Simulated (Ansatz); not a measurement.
**GeH (doublet): the correlation ladder at distance Ge1–H2 = 3.483 Å, cc-pVQZ**

How much of the correlation energy of GeH (doublet) does each wave-function method recover here?

The runs use Ansatz 0.2.0, Gaussian basis; cc-pVQZ, core rule «outside noble gas», up to 14 orbitals frozen.

The runs, in order: UHF; CCSD(T) on ROHF; CCSD(T) on UHF; BCCD(T) on ROHF; CCSDT(Q) on ROHF; CCSDT(Q) on UHF; CASSCF and MRCISD+Q, 3 electrons in 3 orbitals; CASSCF and NEVPT2, 3 electrons in 3 orbitals; CASSCF and MRCISD+Q, 5 electrons in 5 orbitals; CASSCF and NEVPT4(SD), 5 electrons in 5 orbitals; CASSCF and NEVPT2, 5 electrons in 5 orbitals.

10 further runs of the same task are left out: 1 for a known fault of the program, 9 that didn't finish. Runs told in other sessions of the task aren't counted.

**1. The geometry**

The geometry derives from a PBE0/def2-TZVP stationary point (not a proven minimum). One bond is set to the value named and the two fragments are kept rigid. No spin-orbit coupling is included. The filled d shell of Ge may be among the frozen orbitals whatever the setting's name suggests.

2 atoms, charge 0, spin multiplicity 2.

Atoms are counted from 1 here; the program's logs count them from 0.

No contacts short enough for the rule that draws bonds.

**2. UHF**

The input, in.yaml:

```yaml
crystal:
  periodic: [false, false, false]
  atoms:
    - {symbol: Ge, position_ang: [0.000000, 0.000000, 0.000000]}
    - {symbol: H, position_ang: [0.000000, 0.000000, 3.483000]}
basis:
  gaussian: {orbitals: cc-pVQZ}
magnetization: {spin_polarized: true, initial_magnetization: 1}
hamiltonian: {xc: hf}
output: {orbitals: {seedname: orbitals}}
```

On the command line:

```
> ansatz run in.yaml --threads 1 --pin off --events-out ev --progress --plain --max-ram 4096MiB --backend cpu
```

Further steps of the session: CCSD(T) on ROHF; CCSD(T) on UHF; BCCD(T) on ROHF; CCSDT(Q) on ROHF; CCSDT(Q) on UHF; CASSCF and MRCISD+Q, 3 electrons in 3 orbitals; CASSCF and NEVPT2, 3 electrons in 3 orbitals; CASSCF and MRCISD+Q, 5 electrons in 5 orbitals; CASSCF and NEVPT4(SD), 5 electrons in 5 orbitals; CASSCF and NEVPT2, 5 electrons in 5 orbitals.

Before running them: what should the planned runs give, taken together? Wanted: UCCSDT(Q) from the RHF energy; RMP2 from UCCSDT(Q); UMP2 from UCCSDT(Q); RCCSD from UCCSDT(Q); RCCSD(T) from UCCSDT(Q); UCCSD(T) from UCCSDT(Q); RCCSDT(Q) from UCCSDT(Q); NEVPT2 pair from UCCSDT(Q); NEVPT2 valence from UCCSDT(Q).

**Answer**, as computed:

| quantity | value |
| --- | --- |
| UCCSDT(Q) from the ROHF energy | -3.6406 eV |
| RMP2 from UCCSDT(Q) | +1711.6 meV |
| UMP2 from UCCSDT(Q) | +521.6 meV |
| RCCSD from UCCSDT(Q) | +229.3 meV |
| RCCSD(T) from UCCSDT(Q) | +7.0 meV |
| UCCSD(T) from UCCSDT(Q) | +58.8 meV |
| RCCSDT(Q) from UCCSDT(Q) | -6.3 meV |
| NEVPT2 pair from UCCSDT(Q) | +427.4 meV |
| NEVPT2 valence from UCCSDT(Q) | +369.6 meV |
| NEVPT4(SD) valence from UCCSDT(Q) | +44.8 meV |
| levels within 1 kcal/mol (43 meV) | RCCSD(T), RCCSDT, UCCSDT, RCCSDT(Q), MRCISD+Q valence |
| T1 diagnostic | 0.275 |
| effectively unpaired electrons | 2.60 |

What this shows: RCCSD(T) misses by +7.0 meV, 0.2 % of the correlation energy. CCSD(T) misses by +7.0 meV on the restricted determinant and by +58.8 meV on the unrestricted one; the two need not hold the same state or core. With 2.6 effectively unpaired electrons against 1 the state is strongly multireference. Of the multireference levels listed MRCISD+Q valence comes nearest in total energy (+0.2 meV), which doesn't show that its space is the better one. Coupled cluster took another determinant than the lowest Hartree-Fock one. These misses are within one basis, not against nature; the frozen cores of restricted and unrestricted runs differ, which can shift their rows.
